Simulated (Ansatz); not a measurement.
# Zr2BN3: a trial structure relaxed

The task: take a trial cell of Zr2BN3 to zero force and stress.

Program: Ansatz 0.2.0. Level of theory: DFT PBE, scalar-relativistic, plane waves, PAW. These are calculated values, not measurements.

### 1 Starting point

The structure is hexagonal, space group P6/mmm (No. 191). The conventional cell has a = 5.289 Å, b = 5.289 Å, c = 2.696 Å, α = 90.00°, β = 90.00°, γ = 120.00°. Around Zr (site symmetry -6m2) lie 6 N at 2.04 Å. B (site symmetry 6/mmm) has 2 B at 2.70 Å and 12 N at 2.97 Å and 6 Zr at 3.05 Å as nearest neighbours. Around N (site symmetry mmm) lie 4 Zr at 2.04 Å.

Coordinates:

```cif
data_structure
_symmetry_space_group_name_H-M 'P 1'
_symmetry_Int_Tables_number 1
_cell_length_a 5.2894
_cell_length_b 5.2894
_cell_length_c 2.6965
_cell_angle_alpha 90.000
_cell_angle_beta 90.000
_cell_angle_gamma 120.000
_cell_volume 65.33
loop_
_atom_site_label
_atom_site_type_symbol
_atom_site_fract_x
_atom_site_fract_y
_atom_site_fract_z
_atom_site_occupancy
Zr1 Zr 0.33333 0.66667 0.00000 1
Zr2 Zr 0.66667 0.33333 0.00000 1
B1 B 0.00000 0.00000 0.00000 1
N1 N 0.50000 0.00000 0.50000 1
N2 N 0.50000 0.50000 0.50000 1
N3 N 0.00000 0.50000 0.50000 1
```

The cell is invented: species swapped into a database cell of EuB2Rh3 (P6/mmm, No. 191), with B on the Eu sites, Zr on the B sites and N on the Rh sites. Its size is a rough estimate.

### 2 The guess as it stands, on a coarse mesh

input.yaml reads:

```yaml
crystal:
  lattice:
    - [5.28937124, 0.0, 0.0]
    - [-2.64468562, 4.58072986, 0.0]
    - [0.0, 0.0, 2.69648663]
  atoms:
    - { symbol: Zr, position: [0.33333333, 0.66666667, 0.0] }
    - { symbol: Zr, position: [0.66666667, 0.33333333, 0.0] }
    - { symbol: B, position: [0.0, 0.0, 0.0] }
    - { symbol: "N", position: [0.5, 0.0, 0.5] }
    - { symbol: "N", position: [0.5, 0.5, 0.5] }
    - { symbol: "N", position: [0.0, 0.5, 0.5] }
basis:
  ecutwfc: 420
kpoints:
  mp_grid: { grid: [6, 6, 6] }
hamiltonian:
  xc: pbe
scf:
  occupations: { method: gaussian, width: 0.1 }
  lower_state_search: "off"
output:
  forces: true
  stress: true
  eigenvalues: true
```

Command:

```
ansatz run input.yaml --threads 1 --pin off --max-ram 2560MiB --backend cpu --events-out ev --progress --plain --runs-dir out
```

Output, cut to the lines that bear on the results:

```text
Warning: RAYON_NUM_THREADS=1 ignored (pool sized by the plan → 1); use --threads N
[...]
Pseudopotentials: kind: paw
Pseudopotential: Zr, paw, valence charge 12, recommended cutoff 420 eV (normal), Zr.paw.azcp
Pseudopotential: B, paw, valence charge 3, recommended cutoff 420 eV (normal), B.paw.azcp
Pseudopotential: N, paw, valence charge 5, recommended cutoff 420 eV (normal), N.paw.azcp
Functional definition: PBE
[...]
Crystal: 6 atoms, lattice volume = 65.334 Å³
Basis set: ecut = 420 eV, 1263 PW (Γ), exchange–correlation on 72×72×40 points (8 copies of the dense FFT grid, shifted against one another)
Bands: 27, of which v1, the nominal top of the filled ones, is band 21 counted from 1 (20 counted from 0)
Symmetry: 24 space group operations
Space group: P6/mmm (ITA 191), of the structure as read, at distance tolerance 4.0e-5 Å
k-points: 28 of 216
[...]
SCF iter   1: F=—  HF=-9673.979759 eV  |F-HF|=—  |Δ(HF+E_count)|=         —  Δρ=1.12e-2  dr2=1.27e-1  ethr=1.77e-3  ⟨swp⟩=5.1  Hψ=3327  notcnv=0
[...]
SCF iter   6: F=-9673.958063 eV  HF=-9673.958063 eV  |F-HF|=1.75e-8  |Δ(HF+E_count)|=   1.06e-7  Δρ=8.38e-6  dr2=2.40e-8  ethr=2.38e-10  ⟨swp⟩=6.9  Hψ=3554  notcnv=0
[...]
SCF converged after 6 iterations
Free energy (F): -9673.958063 eV
[...]
E sigma→0 (E₀):  -9673.954710 eV
Entropy (-TS):   -0.006707 eV (-1.118 meV/atom)
Fermi energy:    13.252510 eV
[...]
--- Forces (eV/Å), atoms counted from 1 ---
  atom   1  Zr     0.00000000     0.00000000     0.00000000
  atom   2  Zr    -0.00000000    -0.00000000     0.00000000
  atom   3  B      0.00000000    -0.00000000     0.00000000
  atom   4  N      0.00000000    -0.00000000     0.00000000
  atom   5  N     -0.00000000    -0.00000000     0.00000000
  atom   6  N      0.00000000     0.00000000     0.00000000
[...]
--- Stress (GPa, compression-positive) ---
       50.122291       0.000000       0.000000
       -0.000000      50.122291       0.000000
        0.000000       0.000000      94.546404
  P = ⅓ Tr σ = 64.9303 GPa (649.303 kbar)
--- Band table (eV; the first three rows and the last of 28) ---
  k-point 0: bands = ["-33.8757", "-33.6952", "-12.9668", "-12.9668", "-11.9099", "-11.9099", "-11.0772", "-10.8032", "-1.5450", "1.4743", "1.4743", "6.6454", "7.0348", "8.0620", "8.0620", "10.4201", "10.4201", "12.6382", "12.6382", "12.7386", "12.9940", "13.5945", "15.7129", "15.7129", [...]
[...]
```

Run time: 1.8 s. Hardware: 1 thread of Intel Xeon 6975P-C (Granite Rapids), shared host; peak memory 0.4 GiB.

Read-out: pressure 64.9 GPa, largest force 0.00 eV/Å, gap on this mesh none (metal). A cheap, loose relaxation comes first.

### 3 A loose first relaxation

input.yaml, as its differences from that of step 2:

```diff
@@ -25 +25,6 @@
   eigenvalues: true
+relax:
+  adjacent_minimum: "off"
+  f_tol: 0.04
+  max_steps: 70
+  cell: { stress_tol: 0.4 }
```

Command:

```
ansatz run input.yaml --threads 1 --pin off --max-ram 2560MiB --backend cpu --events-out ev --progress --plain --runs-dir out
```

Output:

```text
Warning: RAYON_NUM_THREADS=1 ignored (pool sized by the plan → 1); use --threads N
Engine: ansatz 0.2.0, x86_64-unknown-linux-gnu
[... 5 set-up lines as earlier in the session ...]
  parameter kappa = 0.804
  parameter beta = 0.06672455060314922
  exchange = pbe_x(kappa = kappa, mu = beta*pi^2/3)
  correlation = pbe_c(beta = beta)
Crystal: 6 atoms, lattice volume = 65.334 Å³
Basis set: ecut = 420 eV, 1263 PW (Γ), exchange–correlation on 72×72×40 points (8 copies of the dense FFT grid, shifted against one another)
Bands: 27, of which v1, the nominal top of the filled ones, is band 21 counted from 1 (20 counted from 0)
[... 2 set-up lines as earlier in the session ...]
k-points: 28 of 216
Non-local potential: Zr, projectors of the file, l = 0: 3, l = 1: 2, l = 2: 2, l = 3: 2
Non-local potential: B, projectors of the file, l = 0: 2, l = 1: 2, l = 2: 1
Non-local potential: N, projectors of the file, l = 0: 2, l = 1: 2, l = 2: 1
PAW form: soft (Blöchl's): semilocal exchange-correlation on the pseudo side does not see the compensation charge
PAW one-centre angular grid: Zr, 590 points (default); XC on 64 Gauss nodes
PAW one-centre angular grid: B, 110 points (default); XC on 64 Gauss nodes
PAW one-centre angular grid: N, 110 points (default); XC on 64 Gauss nodes
Initial density: superposition of atomic densities (neutral atoms: chi_scale 0, normalization atom), corrected by the library's trained network
Initial wavefunctions: pseudopotential atomic-orbital guess
Functional: x = pbe(κ = 0.804, μ = 0.2195149727645171), c = pbe(β = 0.06672455060314922)
SCF iter   1: F=—  HF=-9673.979759 eV  |F-HF|=—  |Δ(HF+E_count)|=         —  Δρ=1.12e-2  dr2=1.27e-1  ethr=1.77e-3  ⟨swp⟩=5.1  Hψ=3327  notcnv=0
preconditioner: auto → none  [insulator: Δε(μ)=0.160 eV  Ē_g=15.039 eV  σ=0.100 eV  W_gap=0.53  n_scr=14 (ndim 8)  ℏωp=28.3 eV  f_vac=0.000  D(μ)=1.36/eV (n_scr^D=6)  ε∞_Penn≈4.5]
SCF iter   2: F=—  HF=-9673.960234 eV  |F-HF|=—  |Δ(HF+E_count)|=   1.95e-2  Δρ=5.17e-3  dr2=1.82e-2  ethr=3.03e-4  ⟨swp⟩=1.0  Hψ=980  notcnv=0  defer=1
SCF iter   3: F=—  HF=-9673.957926 eV  |F-HF|=—  |Δ(HF+E_count)|=   2.31e-3  Δρ=6.73e-4  dr2=2.55e-4  ethr=4.34e-5  ⟨swp⟩=1.2  Hψ=743  notcnv=0  defer=1
SCF iter   4: F=—  HF=-9673.958018 eV  |F-HF|=—  |Δ(HF+E_count)|=   9.18e-5  Δρ=1.99e-4  dr2=1.56e-5  ethr=6.08e-7  ⟨swp⟩=2.0  Hψ=1012  notcnv=0  defer=1
SCF iter   5: F=—  HF=-9673.958063 eV  |F-HF|=—  |Δ(HF+E_count)|=   4.52e-5  Δρ=5.73e-5  dr2=1.90e-6  ethr=3.72e-8  ⟨swp⟩=2.0  Hψ=1093  notcnv=0  defer=1
SCF iter   6: F=-9673.958063 eV  HF=-9673.958063 eV  |F-HF|=1.75e-8  |Δ(HF+E_count)|=   1.06e-7  Δρ=8.38e-6  dr2=2.40e-8  ethr=2.38e-10  ⟨swp⟩=6.9  Hψ=3552  notcnv=0
SCF 1 converged in 6 iterations: F = -9673.958063 eV  dr2 = 2.40e-8
relax step   1: F+E_penalty+E_count = -9673.95806339 eV  Δ(F+E_penalty+E_count) = +0.000e0 eV  max|allowed force component| = 4.915e-18 eV/Å  Δτ_max = 0.0000 Å  P = +64.930 GPa  Ω = 65.334 Å³  (6 SCF iters, dr2 threshold 1.00e-7 eV, accepted)
Crystal: 6 atoms, lattice volume = 72.191 Å³
Basis set: ecut = 420 eV, 1395 PW (Γ), exchange–correlation on 72×72×40 points (8 copies of the dense FFT grid, shifted against one another)
Initial density: handed on by an earlier stage of this run
Initial wavefunctions: those handed on with the density
SCF iter   1: F=—  HF=-9676.461561 eV  |F-HF|=—  |Δ(HF+E_count)|=         —  Δρ=5.16e-2  dr2=4.32e0  ethr=3.10e-3  ⟨swp⟩=8.0  Hψ=3261  notcnv=0
preconditioner: auto → Kerker (q_TF=auto, 2.493 Å⁻¹)  [metal: Δε(μ)=0.009 eV  Ē_g=14.523 eV  σ=0.100 eV  W_gap=0.05  n_scr=14 (ndim 8)  ℏωp=26.9 eV  f_vac=0.000  D(μ)=3.63/eV (n_scr^D=32)]
SCF iter   2: F=—  HF=-9676.172580 eV  |F-HF|=—  |Δ(HF+E_count)|=   2.89e-1  Δρ=2.10e-2  dr2=8.57e-1  ethr=3.10e-3  ⟨swp⟩=1.9  Hψ=1026  notcnv=0
SCF iter   3: F=—  HF=-9676.085287 eV  |F-HF|=—  |Δ(HF+E_count)|=   8.73e-2  Δρ=6.41e-3  dr2=8.15e-2  ethr=2.04e-3  ⟨swp⟩=1.6  Hψ=748  notcnv=0  defer=1
SCF iter   4: F=—  HF=-9676.070992 eV  |F-HF|=—  |Δ(HF+E_count)|=   1.43e-2  Δρ=8.63e-4  dr2=9.18e-4  ethr=1.94e-4  ⟨swp⟩=1.3  Hψ=986  notcnv=0  defer=27
SCF iter   5: F=—  HF=-9676.070879 eV  |F-HF|=—  |Δ(HF+E_count)|=   1.13e-4  Δρ=2.58e-4  dr2=1.18e-4  ethr=2.19e-6  ⟨swp⟩=2.3  Hψ=986  notcnv=0  defer=27
SCF iter   6: F=—  HF=-9676.070927 eV  |F-HF|=—  |Δ(HF+E_count)|=   4.78e-5  Δρ=6.38e-5  dr2=3.07e-6  ethr=2.81e-7  ⟨swp⟩=2.2  Hψ=984  notcnv=0  defer=27
SCF iter   7: F=-9676.070928 eV  HF=-9676.070928 eV  |F-HF|=6.40e-8  |Δ(HF+E_count)|=   9.35e-7  Δρ=1.86e-5  dr2=3.20e-7  ethr=1.43e-9  ⟨swp⟩=8.4  Hψ=3366  notcnv=0
SCF 2 converged in 7 iterations: F = -9676.070928 eV  dr2 = 3.20e-7
relax step   2: F+E_penalty+E_count = -9676.07092766 eV  Δ(F+E_penalty+E_count) = -2.113e0 eV  max|allowed force component| = 1.156e-18 eV/Å  Δτ_max = 0.0000 Å  P = +27.991 GPa  Ω = 72.191 Å³  energy of the carried Pulay correction = -2.106e-2 eV  (7 SCF iters, dr2 threshold 6.00e-7 eV, accepted)
Crystal: 6 atoms, lattice volume = 79.052 Å³
Basis set: ecut = 420 eV, 1557 PW (Γ), exchange–correlation on 72×72×40 points (8 copies of the dense FFT grid, shifted against one another)
SCF iter   1: F=—  HF=-9676.951730 eV  |F-HF|=—  |Δ(HF+E_count)|=         —  Δρ=3.70e-2  dr2=2.56e0  ethr=3.10e-3  ⟨swp⟩=7.9  Hψ=3161  notcnv=0
preconditioner: auto → Kerker (q_TF=auto, 2.455 Å⁻¹)  [metal: Δε(μ)=0.015 eV  Ē_g=7.773 eV  σ=0.100 eV  W_gap=0.08  n_scr=14 (ndim 8)  ℏωp=21.3 eV  f_vac=0.000  D(μ)=4.27/eV (n_scr^D=44)]
SCF iter   2: F=—  HF=-9676.795064 eV  |F-HF|=—  |Δ(HF+E_count)|=   1.57e-1  Δρ=1.59e-2  dr2=5.62e-1  ethr=3.10e-3  ⟨swp⟩=1.0  Hψ=980  notcnv=0
SCF iter   3: F=—  HF=-9676.738166 eV  |F-HF|=—  |Δ(HF+E_count)|=   5.69e-2  Δρ=5.30e-3  dr2=6.53e-2  ethr=1.34e-3  ⟨swp⟩=1.4  Hψ=744  notcnv=0  defer=1
SCF iter   4: F=—  HF=-9676.727458 eV  |F-HF|=—  |Δ(HF+E_count)|=   1.07e-2  Δρ=8.23e-4  dr2=1.18e-3  ethr=1.55e-4  ⟨swp⟩=1.2  Hψ=969  notcnv=0  defer=23
SCF iter   5: F=—  HF=-9676.727350 eV  |F-HF|=—  |Δ(HF+E_count)|=   1.08e-4  Δρ=2.43e-4  dr2=9.14e-5  ethr=2.82e-6  ⟨swp⟩=1.2  Hψ=763  notcnv=0  defer=23
SCF iter   6: F=—  HF=-9676.727432 eV  |F-HF|=—  |Δ(HF+E_count)|=   8.17e-5  Δρ=6.09e-5  dr2=3.43e-6  ethr=2.18e-7  ⟨swp⟩=2.0  Hψ=958  notcnv=0  defer=23
SCF iter   7: F=-9676.727433 eV  HF=-9676.727432 eV  |F-HF|=1.28e-7  |Δ(HF+E_count)|=   6.04e-7  Δρ=1.93e-5  dr2=3.25e-7  ethr=1.43e-9  ⟨swp⟩=7.9  Hψ=3290  notcnv=0
SCF 3 converged in 7 iterations: F = -9676.727433 eV  dr2 = 3.25e-7
relax step   3: F+E_penalty+E_count = -9676.72743256 eV  Δ(F+E_penalty+E_count) = -6.565e-1 eV  max|allowed force component| = 4.385e-18 eV/Å  Δτ_max = 0.0000 Å  P = +5.419 GPa  Ω = 79.052 Å³  energy of the carried Pulay correction = -4.002e-2 eV  (7 SCF iters, dr2 threshold 6.00e-7 eV, accepted)
[... 12 lines left out ...]
relax step   4: F+E_penalty+E_count = -9676.76249440 eV  Δ(F+E_penalty+E_count) = -3.506e-2 eV  max|allowed force component| = 2.409e-19 eV/Å  Δτ_max = 0.0000 Å  P = -0.517 GPa  Ω = 80.931 Å³  energy of the carried Pulay correction = -4.501e-2 eV  (7 SCF iters, dr2 threshold 6.00e-7 eV, accepted)
[... 11 lines left out ...]
relax step   5: F+E_penalty+E_count = -9676.76458015 eV  Δ(F+E_penalty+E_count) = -2.086e-3 eV  max|allowed force component| = 1.253e-18 eV/Å  Δτ_max = 0.0000 Å  P = -0.097 GPa  Ω = 80.944 Å³  energy of the carried Pulay correction = -4.501e-2 eV  (6 SCF iters, dr2 threshold 6.00e-7 eV, accepted)
[... 11 lines left out ...]
relax step   6: F+E_penalty+E_count = -9676.87568242 eV  Δ(F+E_penalty+E_count) = -1.111e-1 eV  max|allowed force component| = 1.205e-18 eV/Å  Δτ_max = 0.0000 Å  P = +1.398 GPa  Ω = 80.944 Å³  stress off target by 1.93e0 GPa  SCF on the basis re-selected at this cell (its energy is not comparable with the rows above)  (6 SCF iters)
[... 12 lines left out ...]
relax step   7: F+E_penalty+E_count = -9676.87706870 eV  Δ(F+E_penalty+E_count) = -1.386e-3 eV  max|allowed force component| = 1.108e-18 eV/Å  Δτ_max = 0.0000 Å  P = -0.006 GPa  Ω = 81.576 Å³  energy of the carried Pulay correction = -1.336e-3 eV  (6 SCF iters, dr2 threshold 6.00e-7 eV, accepted)
iter 1 solved again at ethr=6.75e-8 eV; its pass at ethr=3.10e-3 eV (dr2=2.84e-5 eV) is discarded
SCF iter   1: F=—  HF=-9676.878219 eV  |F-HF|=—  |Δ(HF+E_count)|=         —  Δρ=2.97e-5  dr2=1.21e-7  ethr=6.75e-8  ⟨swp⟩=3.0  Hψ=5213  notcnv=0
preconditioner: auto → Kerker (q_TF=auto, 2.443 Å⁻¹)  [metal: Δε(μ)=0.059 eV  Ē_g=7.826 eV  σ=0.100 eV  W_gap=0.30  n_scr=14 (ndim 8)  ℏωp=21.0 eV  f_vac=0.000  D(μ)=1.63/eV (n_scr^D=6)]
SCF iter   2: F=—  HF=-9676.878198 eV  |F-HF|=—  |Δ(HF+E_count)|=   2.08e-5  Δρ=1.50e-5  dr2=2.44e-8  ethr=2.88e-10  ⟨swp⟩=2.0  Hψ=1122  notcnv=0
iter 3 did not close the SCF: its close was put off for the readings that it lacked (scf_convergence_deferred on its scf_iter line)
SCF iter   3: F=-9676.878198 eV  HF=-9676.878198 eV  |F-HF|=2.71e-9  |Δ(HF+E_count)|=   1.23e-7  Δρ=2.35e-6  dr2=1.37e-9  ethr=5.82e-11  ⟨swp⟩=2.0  Hψ=1122  notcnv=0
iter 4 did not close the SCF: its close was put off for the readings that it lacked (scf_convergence_deferred on its scf_iter line)
SCF iter   4: F=-9676.878198 eV  HF=-9676.878198 eV  |F-HF|=6.18e-11  |Δ(HF+E_count)|=   2.94e-9  Δρ=3.27e-7  dr2=1.12e-10  ethr=3.25e-12  ⟨swp⟩=2.0  Hψ=1121  notcnv=0
iter 5 did not close the SCF: its close was put off for the readings that it lacked (scf_convergence_deferred on its scf_iter line)
SCF iter   5: F=-9676.878198 eV  HF=-9676.878198 eV  |F-HF|=3.64e-12  |Δ(HF+E_count)|=  7.28e-11  Δρ=9.88e-8  dr2=1.75e-11  ethr=1.00e-12  ⟨swp⟩=1.9  Hψ=784  notcnv=0
SCF iter   6: F=-9676.878198 eV  HF=-9676.878198 eV  |F-HF|=3.64e-12  |Δ(HF+E_count)|=    0.00e0  Δρ=2.89e-8  dr2=1.80e-12  ethr=1.00e-12  ⟨swp⟩=1.1  Hψ=1628  notcnv=0
SCF 8 converged in 6 iterations: F = -9676.878198 eV  dr2 = 1.80e-12
relax step   8: F+E_penalty+E_count = -9676.87819843 eV  Δ(F+E_penalty+E_count) = -1.130e-3 eV  max|allowed force component| = 1.301e-18 eV/Å  Δτ_max = 0.0000 Å  P = +0.001 GPa  Ω = 81.576 Å³  stress off target by 3.26e-2 GPa  SCF on the basis re-selected at this cell (its energy is not comparable with the rows above)  (6 SCF iters)
basis re-selected at this cell: Δ(F+E_penalty+E_count) = -1.130e-3 eV, ΔP = +0.007 GPa vs the last step (what re-selecting the basis moved, of the pressure what is left beyond the Pulay correction that the steps carried, after the strain that the cell walked since its last selection, with what the two solves' SCF thresholds leave and, on support functions, any second-order correction that the steps lacked; it is no measure of the basis error at this ecutwfc). This SCF's stress stands 3.26e-2 GPa from its target on what of the cell is left free (relax.cell.stress_tol is 4.00e-1 GPa) and its largest allowed force component is 1.30e-18 eV/Å (relax.f_tol is 4.00e-2 eV/Å): within both
SCF converged after 6 iterations
Free energy (F): -9676.878198 eV
Harris-Foulkes:  -9676.878198 eV  (|F-HF|=3.64e-12)
Internal energy: -9676.870049 eV  (E = F + TS)
E sigma→0 (E₀):  -9676.874124 eV
Entropy (-TS):   -0.008149 eV (-1.358 meV/atom)
Fermi energy:    10.087177 eV
--- Per-component energies (eV) ---
  E_band       = -218.597366
  E_kinetic    = 1090.087580
  E_local      = -2506.613272  (includes V_loc(G=0)·N_el)
  E_nonlocal   = 308.189269
  E_hartree    = 875.726774
  E_xc         = -532.887009
  E_vxc        = -645.285360  (∫ρ·V_xc dr)
  E_paw        = -6364.983221  (= ΣΔE_a)
  E_vpaw       = -216.429513  (= ΣTr[D̂ρ^β])
  E_aug_tail   = 0.000331  (compensation charges beyond the density's cutoff)
  E_ewald      = -2546.390501
  E_smearing   = -0.008149  (= −TS)
  E_closure    = -0.000000  (closes the sum)
  Σ components = -9676.878198   (vs F -9676.878198, Δ=0.00e0)
--- Forces (eV/Å), atoms counted from 1 ---
  atom   1  Zr     0.00000000    -0.00000000     0.00000000
  atom   2  Zr     0.00000000     0.00000000     0.00000000
  atom   3  B      0.00000000     0.00000000     0.00000000
  atom   4  N      0.00000000     0.00000000     0.00000000
  atom   5  N      0.00000000     0.00000000     0.00000000
  atom   6  N      0.00000000     0.00000000     0.00000000
  max |Σ_I F_I| component: 5.78e-19 eV/Å
--- Stress (GPa, compression-positive) ---
       -0.015039       0.000000       0.000000
        0.000000      -0.015039       0.000000
        0.000000       0.000000       0.032609
  P = ⅓ Tr σ = 0.0008 GPa (0.008 kbar)
--- Band table (eV; the first three rows and the last of 28) ---
  k-point 0: bands = ["-38.0108", "-37.9381", "-16.4642", "-16.4642", "-15.9801", "-15.9801", "-15.5612", "-15.4373", "-4.1354", "-2.0970", "-2.0970", "3.9265", "4.3918", "5.9240", "5.9240", "7.4882", "7.4882", "9.3140", "9.3140", "9.7647", "9.9048", "10.0927", "12.1354", "12.1354", "13.1838", "13.1838", "14.1603"]
  k-point 1: bands = ["-37.9786", "-37.9072", "-16.3970", "-16.3970", "-15.9370", "-15.9370", "-15.9240", "-15.7477", "-3.6186", "-2.3205", "-2.3205", "4.1814", "5.2749", "6.1019", "6.1019", "7.1821", "7.1821", "8.3851", "8.4363", "8.4363", "10.2331", "11.3768", "11.9744", "11.9744", "12.8782", "13.9748", "13.9748"]
  k-point 2: bands = ["-37.9134", "-37.8446", "-16.5830", "-16.3269", "-16.2580", "-16.2580", "-15.8492", "-15.8492", "-2.7785", "-2.7785", "-2.5402", "4.5099", "5.9105", "5.9105", "6.8492", "6.8492", "7.1455", "7.1532", "8.2334", "8.2334", "10.5355", "10.5988", "11.2411", "11.2411", "13.9903", "14.9376", "14.9376"]
  k-point 27: bands = ["-37.8467", "-37.8467", "-16.7453", "-16.7453", "-16.2200", "-15.9976", "-15.9976", "-15.7688", "-3.0574", "-2.4954", "-2.4954", "5.5608", "5.9879", "5.9879", "6.4562", "6.6521", "6.9443", "6.9443", "7.1049", "9.6533", "9.6533", "10.4963", "10.7220", "10.7220", "14.4963", "14.8300", "15.0325"]
--- Relaxed structure (6 steps of the walk, 6 accepted, 2 SCFs on fresh bases) ---
  F+E_penalty+E_count = -9676.87819843 eV   max|allowed force component| = 1.301e-18 eV/Å   (the final SCF, on the basis selected at the relaxed cell)
  cell:  # Å, volume = 81.5758 Å³
    - [5.636489351794053, 7.271712781680931e-34, 0.0]
    - [-2.8182446758970263, 4.881342966814133, 0.0]
    - [0.0, 0.0, 2.9649218079530884]
  atoms:
    - { symbol: Zr, position: [0.33333333333333326, 0.6666666666666665, 0.0] }
    - { symbol: Zr, position: [0.6666666666666666, 0.33333333333333326, 0.0] }
    - { symbol: B, position: [1.8491570890216236e-34, 7.854084918024432e-35, 0.0] }
    - { symbol: N, position: [0.5, -4.049671294163526e-34, 0.5] }
    - { symbol: N, position: [0.5, 0.5, 0.5] }
    - { symbol: N, position: [0.0, 0.5, 0.5] }
```

Run time: 19 s. Hardware: 1 thread of Intel Xeon 6975P-C (Granite Rapids), shared host; peak memory 0.43 GiB.

Relaxation path:

| step | E - E(step 1) (eV/cell) | largest force component (eV/Å) | pressure (GPa) | volume (Å³) |
| --- | --- | --- | --- | --- |
| 1 | 0.0000 | 0.0000 | 64.93 | 65.33 |
| 2 | -2.1129 | 0.0000 | 27.99 | 72.19 |
| 3 | -2.7694 | 0.0000 | 5.42 | 79.05 |
| 4 | -2.8044 | 0.0000 | -0.52 | 80.93 |
| 5 | -2.8065 | 0.0000 | -0.10 | 80.94 |
| 6 | -2.9176 | 0.0000 | 1.40 | 80.94 |
| 7 | -2.9190 | 0.0000 | -0.01 | 81.58 |
| 8 | -2.9201 | 0.0000 | 0.00 | 81.58 |

Step 1 is the start. Steps 6, 8 each repeat the geometry before them on a plane-wave basis chosen anew, so the energy can jump there without any move.

|  | before | after | change |
| --- | --- | --- | --- |
| a (Å) | 5.289 | 5.636 | +6.6 % |
| b (Å) | 5.289 | 5.636 | +6.6 % |
| c (Å) | 2.696 | 2.965 | +10.0 % |
| volume (Å³/atom) | 10.89 | 13.60 | +24.9 % |
| shortest distance (Å) | 2.037 | 2.201 | +8.1 % |
| space group (0.01 Å) | P6/mmm | P6/mmm | same |

The run keeps the 24 symmetry operations of the start, so it could not have lowered the symmetry.

(Part 1 of 2 ends here.)
